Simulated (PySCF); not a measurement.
# C2H8BF2N: the cost of one run

Programs: PySCF 2.14.0, with density-fitted response routines of our own. Each step states its level of theory. These are calculated values for one molecule in the gas phase, unless marked as measured. Atoms count from 0, in the outputs and in this text.

## (1) The molecule as given

14 atoms, charge 0, multiplicity 1; geometry from: PBE0-D3(BJ)/def2-SVP.

Bonds of the start (Å): N0–B1 1.63, B1–C2 1.63, C2–C3 1.50, C3–F4 1.37, C3–F5 1.38, N0–H6 1.02, N0–H7 1.02, N0–H8 1.02, B1–H9 1.23, B1–H10 1.23, C2–H11 1.10, C2–H12 1.10, C3–H13 1.10.

## (2) X-ray photoelectron lines: SCAN, X2C

What the job is given:

```
{"job": {"kind": "xps"}, "charge": 0, "multiplicity": 1}
N      1.460539     0.451305     0.337844
B      0.679780    -0.956695     0.072529
C     -0.801718    -0.633103    -0.535450
C     -1.422109     0.642133    -0.058107
F     -1.268313     0.806435     1.291703
F     -0.776971     1.717324    -0.626310
H      2.408732     0.275738     0.667305
H      1.501407     1.038586    -0.496302
H      0.961560     0.988763     1.050614
H      1.384209    -1.586457    -0.708077
H      0.644440    -1.484675     1.177812
H     -0.808784    -0.580694    -1.637318
H     -1.473907    -1.463633    -0.266617
H     -2.496764     0.769674    -0.276220
```

Method: delta-SCF UKS SCAN, pcX-2 on the ionised atom, pcseg-1 elsewhere, spin-free X2C.

Started as:

```sh
$ OMP_NUM_THREADS=1 python probes_run.py task.json out
```

The driver reads the jobs from task.json and runs them one after another.

**Question.** How long does this first job take on 1 thread of Arm Neoverse V1, shared host, and how much memory does it need?

About 47 s, with a peak of 0.58 GiB.
